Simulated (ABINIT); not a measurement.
TaF3, 4 atoms in the cell. Symmetry: Pm-3m, No. 221, cubic system. The conventional cell has a = 4.014 Å, b = 4.014 Å, c = 4.014 Å, α = 90.00°, β = 90.00°, γ = 90.00°. Ta (site symmetry m-3m) is surrounded by 6 F at 2.01 Å. F (site symmetry 4/mmm) has 2 Ta at 2.01 Å as nearest neighbours.  The cell isn't the ideal one: cell relaxed at zero pressure by an earlier run.

```yaml
Program: ABINIT 10.8.3 (patched build)
Task: optical spectrum
Functional: LDA
Potentials_or_basis: PseudoDojo NC SR LDA v0.4.1 standard
Cutoff: 1143 eV
k_mesh: 8 × 8 × 8, shifted
Occupations: fermi-dirac, width 0.05 eV
Spin: no spin polarisation
Cutoff_smearing_ecutsm_Ha: 0.5
Bands_in_the_sums: 29
Broadening_eV: 0.15
Scissor_shift_eV: 0
Tensor_components: "[11]"
```

Potentials or basis: PseudoDojo NC SR LDA v0.4.1 standard.

The run is started by

```sh
$ abinit run.abi > log 2>&1
$ optic optic.abi > optic.log 2>&1
```

Hardware: 1 thread of Arm Neoverse V2 (shared host).

Estimate the wall time of this run.

It took 4.7 min on 1 thread of Arm Neoverse V2, on a shared host, peak memory 1.6 GiB. Counts: scf iterations 13, mpi ranks 1, k points 20, bands 21, plane waves 5701.
